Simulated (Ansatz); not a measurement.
**AlClH₄OSi: small, medium and large basis sets**

An exercise on one series of results from a longer session: the logs are not shown, and one member is left open.

The runs use Ansatz 0.2.0, Gaussian basis; one geometry, several basis sets.

Levels to be run: PBE0-D4/def2-SVP; ωB97M-V/def2-SVP; PBE0-D4/def2-QZVPP; ωB97M-V/def2-QZVPP; the functionals' def2-TZVPP values are taken from earlier runs.

## The geometry

An earlier PBE0-D4 in a triple-zeta def2 set relaxation fixed the geometry.

SMILES `[OH][Al]([SiH3])[Cl]`, 8 atoms, charge 0, spin multiplicity 1.

Atoms are counted from 1 here; the program's logs count them from 0.

Bond lengths: O1–Al2 1.687 Å, O1–H5 0.956 Å, Al2–Si3 2.433 Å, Al2–Cl4 2.104 Å, Si3–H6 1.489 Å, Si3–H7 1.487 Å, Si3–H8 1.489 Å. Angles: Al2–O1–H5 124.3°, O1–Al2–Si3 119.0°, O1–Al2–Cl4 118.8°, Si3–Al2–Cl4 122.2°, Al2–Si3–H6 110.4°, Al2–Si3–H7 111.1°, Al2–Si3–H8 110.2°, H6–Si3–H7 108.6°, H6–Si3–H8 108.1°, H7–Si3–H8 108.5°.

The first run:

File in.yaml:

```yaml
crystal:
  periodic: [false, false, false]
  atoms:
    - {symbol: O, position_ang: [0.311767, 1.846842, -1.156413]}
    - {symbol: Al, position_ang: [-0.179834, 0.251078, -0.913700]}
    - {symbol: Si, position_ang: [0.138840, -0.759959, 1.275844]}
    - {symbol: Cl, position_ang: [-1.043496, -0.798233, -2.519719]}
    - {symbol: H, position_ang: [0.228150, 2.316378, -1.985510]}
    - {symbol: H, position_ang: [-0.544848, 0.045955, 2.324205]}
    - {symbol: H, position_ang: [-0.407391, -2.142952, 1.310346]}
    - {symbol: H, position_ang: [1.588812, -0.816208, 1.609049]}
basis:
  gaussian: {orbitals: def2-SVP}
hamiltonian: {xc: pbe0, dispersion: d4}
output: {orbitals: {seedname: orbitals}}
```

The run is started by

```bash
$ ansatz run in.yaml --threads 2 --pin off --events-out ev --progress --plain --max-ram 4352MiB
```

Among the steps run: PBE0-D4 in def2-SVP; ωB97M-V in def2-SVP; PBE0-D4 in def2-QZVPP; ωB97M-V in def2-QZVPP.

One of the session's tables, all rows but one given; the rest of the session is left out.

It belongs to the step «Density functionals: the series». 

| functional | basis | HOMO (eV) |
| --- | --- | --- |
| PBE0-D4 | def2-SVP | -8.17 |
| PBE0-D4 | def2-TZVPP | -8.22 |
| PBE0-D4 | def2-QZVPP | -8.24 |
| ωB97M-V | def2-SVP | -10.14 |
| ωB97M-V | def2-TZVPP | ? |
| ωB97M-V | def2-QZVPP | -10.25 |

**Question.** Estimate the row for ωB97M-V, def2-TZVPP.

**Answer.** HOMO (eV): -10.22. In the column «HOMO (eV)» it lies between ωB97M-V, def2-QZVPP (-10.25) and ωB97M-V, def2-SVP (-10.14).
